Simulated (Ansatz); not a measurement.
Write a Python script for Ansatz's Python interface that makes a relaxed scan of one distance of C₂H₂Te, SMILES C1=C[Te]1. Use (for the species named): B3LYP, def2-SVP basis, multiplicity 1.

Contents of `c2h2te.xyz`:
```text
5

C    -0.52100   -0.47700   -0.18560
C     0.40260    0.59180    0.04380
Te    0.91000   -1.12890    0.92010
H    -1.43560   -0.67900   -0.67580
H     0.69400    1.61950   -0.14390
```

The script, `relaxed_scan_c2h2te.py`:
```python
# -*- coding: utf-8 -*-
'''One bond of C2H2Te held at set lengths while the rest relaxes.'''

import warnings

import ansatz as az
import numpy as np

BASIS = 'def2-SVP'
FUNCTIONAL = 'B3LYP'

warnings.simplefilter('ignore', az.DeckWarning)

c2h2te = az.Crystal.molecule_from_extxyz('c2h2te.xyz')

setup = (
    c2h2te.calculation()
    .basis(gaussian=BASIS)
    .functional(FUNCTIONAL)
)
symbols = [site.symbol for site in c2h2te.cartesian_sites]
pairs = [(0, 1), (0, 2), (0, 3), (1, 2), (1, 4)]
print('held (A)   E (eV)        ', '  '.join(f'{symbols[i]}{i}-{symbols[j]}{j}' for i, j in pairs))
for length in [0.97, 1.06, 1.14, 1.27, 1.43]:
    r = setup.relax(constraints=[az.DistanceConstraint((0, 3), at=length)], force_tolerance=0.02, max_steps=60).run(threads=1, pin='off').report
    xyz = np.array(r['positions_ang'])
    print(f'{length:6.2f} {r["free_energy_ev"]:14.5f}  ', '  '.join(f'{np.linalg.norm(xyz[i] - xyz[j]):.3f}' for i, j in pairs))
```

```console
$ python relaxed_scan_c2h2te.py
held (A)   E (eV)         C0-C1  C0-Te2  C0-H3  C1-Te2  C1-H4
  0.97    -9397.49549   1.277  2.240  0.970  2.222  1.088
  1.06    -9397.79549   1.279  2.231  1.060  2.226  1.088
  1.14    -9397.76462   1.279  2.221  1.140  2.231  1.087
  1.27    -9397.38248   1.280  2.206  1.270  2.239  1.086
  1.43    -9396.66589   1.280  2.188  1.430  2.256  1.086
```

Reading the output:
- Total energies depend on the basis set; only differences at equal settings carry meaning.
- The energies are electronic: no zero-point or thermal terms, and the basis set is short of its limit.
- def2 sets replace the cores of elements past krypton by effective core potentials.
- b3lyp holds the VWN-RPA fit, as in Gaussian; the form of ORCA and Turbomole is b3lyp5.
- The script silences the warnings on its input, which a real study should read.
- Hardware and time: 97 s on 1 thread of Arm Neoverse V1, with other jobs on the host, peak memory 0.2 GiB.
